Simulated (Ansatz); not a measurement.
# Ta2AlN3: the cost of one run

Method: DFT PBE, scalar-relativistic, plane waves, PAW, in Ansatz 0.2.0.

## (1) Starting point

The structure is hexagonal, space group P-62m (No. 189). The conventional cell has a = 5.483 Å, b = 5.483 Å, c = 3.072 Å, α = 90.00°, β = 90.00°, γ = 120.00°. Around Ta (site symmetry -6) lie 6 N at 2.28 Å. Around Al (site symmetry -62m) lie 3 N at 2.15 Å. Around N (site symmetry m2m) lie 1 Al at 2.15 Å and 4 Ta at 2.28 Å.

As a file:

```xyz
6
Lattice="5.4833 0.0000 0.0000 -2.7417 4.7487 0.0000 0.0000 0.0000 3.0720" Properties=species:S:1:pos:R:3 pbc="T T T"
Ta    0.0000    3.1658    1.5360
Ta    2.7417    1.5829    1.5360
Al    0.0000    0.0000    0.0000
N     2.1541    0.0000    0.0000
N     1.6646    2.8832    0.0000
N    -1.0771    1.8655    0.0000
```

The start is an ordering of an alloy on its end members' structure types: elements ordered on the sites of the TaN type, Ta/Al on Ta (P-62m, No. 189).

## (2) Probe: one point on a coarse mesh

Input file input.yaml:

```yaml
crystal:
  lattice:
    - [5.48333461, 0.0, 0.0]
    - [-2.7416673, 4.74870707, 0.0]
    - [0.0, 0.0, 3.07197595]
  atoms:
    - { symbol: Ta, position: [0.33333333, 0.66666667, 0.5] }
    - { symbol: Ta, position: [0.66666667, 0.33333333, 0.5] }
    - { symbol: Al, position: [0.0, 0.0, 0.0] }
    - { symbol: "N", position: [0.39285001, 0.0, 0.0] }
    - { symbol: "N", position: [0.60714999, 0.60714999, 0.0] }
    - { symbol: "N", position: [0.0, 0.39285001, 0.0] }
basis:
  ecutwfc: 420
kpoints:
  mp_grid: { grid: [6, 6, 6] }
hamiltonian:
  xc: pbe
scf:
  occupations: { method: gaussian, width: 0.1 }
  lower_state_search: "off"
output:
  forces: true
  stress: true
  eigenvalues: true
```

Started as:

```sh
$ ansatz run input.yaml --threads 1 --pin off --max-ram 2560MiB --backend cpu --events-out ev --progress --plain --runs-dir out
```

**Question.** How long does this run take on 1 thread of Intel Xeon 6975P-C (Granite Rapids), shared host, and how much memory does it need?

About 2.4 s, with a peak of 0.37 GiB.
